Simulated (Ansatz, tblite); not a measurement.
# (H3Sn)2Se (Sn₂H₆Se): one state, many levels

One table from this session's results is given with a row withheld; the runs are named, their logs left out.

Method: as each input shows; program: Ansatz 0.2.0, Gaussian basis.

The runs, in order: GFN1-xTB, GFN2-xTB, PBE-D4/def2-TZVP, r2SCAN-D4/def2-TZVP, ωB97X-V/def2-TZVP, r2SCANh-D4/def2-TZVP, CAM-B3LYP-D4/def2-TZVP, r2SCAN0-D4/def2-TZVP, LDA/def2-TZVP, B3LYP-D4/def2-TZVP, HSE06-D4/def2-TZVP, PBE-D4/def2-SVP, PBE0-D4/def2-SVP, PBE0-D4/def2-TZVPD, PBE-D4/def2-TZVPD, r2SCAN-D4/def2-TZVPD, CCSD(T)/def2-TZVP, RPA/def2-TZVP.

6 further runs of the same task are left out: 6 set aside as unsound or not needed.

## The structure

The singlet was relaxed beforehand with PBE0-D4/def2-SVP.

9 atoms, charge 0, spin multiplicity 1.

Bond lengths: Sn1–H2 1.715 Å, Sn1–H3 1.710 Å, Sn1–H4 1.715 Å, Sn1–Se5 2.545 Å, Se5–Sn6 2.545 Å, Sn6–H7 1.715 Å, Sn6–H8 1.715 Å, Sn6–H9 1.710 Å. Angles: H2–Sn1–H3 111.0°, H2–Sn1–H4 109.7°, H2–Sn1–Se5 109.8°, H3–Sn1–H4 111.2°, H3–Sn1–Se5 105.6°, H4–Sn1–Se5 109.3°, Sn1–Se5–Sn6 95.9°, Se5–Sn6–H7 109.5°, Se5–Sn6–H8 109.6°, Se5–Sn6–H9 105.6°, H7–Sn6–H8 109.7°, H7–Sn6–H9 111.2°, H8–Sn6–H9 111.1°.

Sn takes a core potential in the def2 sets. No spin-orbit coupling is included.

PBE0-D4/def2-TZVP was run before; its log isn't repeated, and its numbers join the tables.

The first run:

Tight binding, by tblite at 300 K electronic temperature and without a spin-polarisation term:

```python
tblite.interface.Calculator('GFN1-xTB', numbers, positions, charge=0, uhf=0).singlepoint()
```

Tight binding, by tblite at 300 K electronic temperature and without a spin-polarisation term:

```python
tblite.interface.Calculator('GFN2-xTB', numbers, positions, charge=0, uhf=0).singlepoint()
```

start.molden holds the orbitals of an earlier run on this state, given as this run's starting guess.

in.yaml

```yaml
crystal:
  periodic: [false, false, false]
  atoms:
    - {symbol: Sn, position_ang: [-0.919513, 0.249979, -1.632379]}
    - {symbol: H, position_ang: [0.578278, 0.395490, -2.454436]}
    - {symbol: H, position_ang: [-2.158029, -0.253687, -2.697783]}
    - {symbol: H, position_ang: [-1.314850, 1.740277, -0.880486]}
    - {symbol: Se, position_ang: [-0.757780, -1.569927, 0.139917]}
    - {symbol: Sn, position_ang: [0.883191, -0.328444, 1.637951]}
    - {symbol: H, position_ang: [0.167889, 1.130368, 2.187382]}
    - {symbol: H, position_ang: [2.313656, 0.023423, 0.758967]}
    - {symbol: H, position_ang: [1.207168, -1.387489, 2.940836]}
basis:
  gaussian: {orbitals: def2-TZVP, initial_orbitals: start.molden}
hamiltonian: {xc: pbe, dispersion: d4}
scf: {omitted_lower_state_checks: [starts]}
output: {orbitals: {seedname: orbitals}}
```

Launch:

```sh
$ ansatz run in.yaml --threads 4 --pin off --events-out ev --progress --plain --max-ram 3916MiB
```

Among the steps run: PBE-D4/def2-TZVP; r2SCAN-D4/def2-TZVP; ωB97X-V/def2-TZVP; r2SCANh-D4/def2-TZVP; CAM-B3LYP-D4/def2-TZVP; r2SCAN0-D4/def2-TZVP; LDA/def2-TZVP; B3LYP-D4/def2-TZVP; HSE06-D4/def2-TZVP; PBE-D4/def2-SVP; PBE0-D4/def2-SVP; PBE0-D4/def2-TZVPD; PBE-D4/def2-TZVPD; r2SCAN-D4/def2-TZVPD; CCSD(T)/def2-TZVP; RPA/def2-TZVP.

One table of the session follows, with a row left open; its other results are not shown here.

```
                 level  HOMO (eV)  gap (eV)
         LDA/def2-TZVP      -5.80      3.74
       PBE-D4/def2-SVP      -5.57      3.92
      PBE-D4/def2-TZVP      -5.71      3.90
     PBE-D4/def2-TZVPD      -5.74      3.86
   r2SCAN-D4/def2-TZVP      -5.97      4.45
  r2SCAN-D4/def2-TZVPD      -5.98      4.42
  r2SCANh-D4/def2-TZVP      -6.37      5.13
    B3LYP-D4/def2-TZVP          ?         ?
      PBE0-D4/def2-SVP      -6.71      5.85
     PBE0-D4/def2-TZVP      -6.82      5.80
    PBE0-D4/def2-TZVPD      -6.83      5.73
  r2SCAN0-D4/def2-TZVP      -6.98      6.13
    HSE06-D4/def2-TZVP      -6.42      5.05
CAM-B3LYP-D4/def2-TZVP      -8.04      7.91
     ωB97X-V/def2-TZVP      -9.05      9.90
```

**Question.** Estimate the row for B3LYP-D4/def2-TZVP.

The run gave: HOMO (eV): -6.58; gap (eV): 5.31. In the column «HOMO (eV)» it lies between PBE0-D4/def2-SVP (-6.71) and HSE06-D4/def2-TZVP (-6.42).
